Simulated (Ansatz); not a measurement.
# MnAl3: magnetic states

One table from this session's results is given with a row withheld; the runs are named, their logs left out.

Computed with Ansatz 0.2.0 (DFT PBE, scalar-relativistic, plane waves, PAW, unless a step's input says otherwise).

## Starting point

Symmetry: Fm-3m, No. 225, cubic system. Conventional cell: a = 6.062 Å, b = 6.062 Å, c = 6.062 Å, α = 90.00°, β = 90.00°, γ = 90.00°. Al (site symmetry -43m) has 4 Al at 2.63 Å and 4 Mn at 2.63 Å as nearest neighbours. Al (site symmetry m-3m) is surrounded by 8 Al at 2.63 Å. Mn (site symmetry m-3m) has 8 Al at 2.63 Å as nearest neighbours.

As a file:

```cif
data_structure
_symmetry_space_group_name_H-M 'Fm-3m'
_symmetry_Int_Tables_number 225
_cell_length_a 6.0623
_cell_length_b 6.0623
_cell_length_c 6.0623
_cell_angle_alpha 90.000
_cell_angle_beta 90.000
_cell_angle_gamma 90.000
_cell_volume 222.80
loop_
_atom_site_label
_atom_site_type_symbol
_atom_site_symmetry_multiplicity
_atom_site_Wyckoff_symbol
_atom_site_fract_x
_atom_site_fract_y
_atom_site_fract_z
_atom_site_occupancy
Al1 Al 8 c 0.25000 0.75000 0.75000 1
Al2 Al 4 b 0.50000 0.00000 0.00000 1
Mn1 Mn 4 a 0.00000 0.00000 0.00000 1
```

This is a hypothetical structure, made by putting the elements on a prototype's sites.

The first run:

(A quick probe on a coarse mesh, which set the mesh and smearing, is not shown.)

input.yaml

```yaml
crystal:
  lattice:
    - [0.0, 3.0311567796, 3.0311567796]
    - [3.0311567796, 0.0, 3.0311567796]
    - [3.0311567796, 3.0311567796, 0.0]
  atoms:
    - { symbol: Al, position: [0.25, 0.25, 0.25] }
    - { symbol: Al, position: [0.75, 0.75, 0.75] }
    - { symbol: Al, position: [0.5, 0.5, 0.5] }
    - { symbol: Mn, position: [0.0, 0.0, 0.0], spin: 1.38 }
basis:
  ecutwfc: 420
kpoints:
  mp_grid: { grid: [12, 12, 12] }
hamiltonian:
  xc: pbe
scf:
  occupations: { method: gaussian, width: 0.1 }
output:
  forces: true
  stress: true
  eigenvalues: true
  populations: true
magnetization:
  spin_polarized: true
relax:
  adjacent_minimum: "off"
  f_tol: 0.01
  max_steps: 80
  cell: { stress_tol: 0.05 }
```

The run is started by

```sh
ansatz run input.yaml --threads 1 --pin off --max-ram 2560MiB --backend cpu --events-out ev --progress --plain --runs-dir out
```

Steps of the session up to this table: Relaxing cell and atoms; Magnetic start: no spin polarisation; Start: ferromagnetic; Start: large parallel starting moments; Start: antiferromagnetic, doubled cell, propagation vector (0, 0, 1/2); Magnetic start: antiferromagnetic, doubled cell, propagation vector (0, 1/2, 1/2); Magnetic start: small parallel starting moments.

One table of the session follows, with a row left open; its other results are not shown here.

It belongs to the step «Which state is lowest». 

| start | energy above the lowest (meV/atom) |
| --- | --- |
| antiferromagnetic, doubled cell, propagation vector (0, 0, 1/2) | 0.00 |
| antiferromagnetic, doubled cell, propagation vector (0, 1/2, 1/2) | ? |
| ferromagnetic | 13.9 |
| large parallel starting moments | 13.9 |
| small parallel starting moments | 13.9 |
| no spin | 35.6 |

**Question.** Estimate the row for antiferromagnetic, doubled cell, propagation vector (0, 1/2, 1/2).

**Answer.** energy above the lowest (meV/atom): 6.89. In the column «energy above the lowest (meV/atom)» it lies between antiferromagnetic, doubled cell, propagation vector (0, 0, 1/2) (0.00) and ferromagnetic (13.9).

Limits of these values: Only these starts were tried, so a lower state is not ruled out.
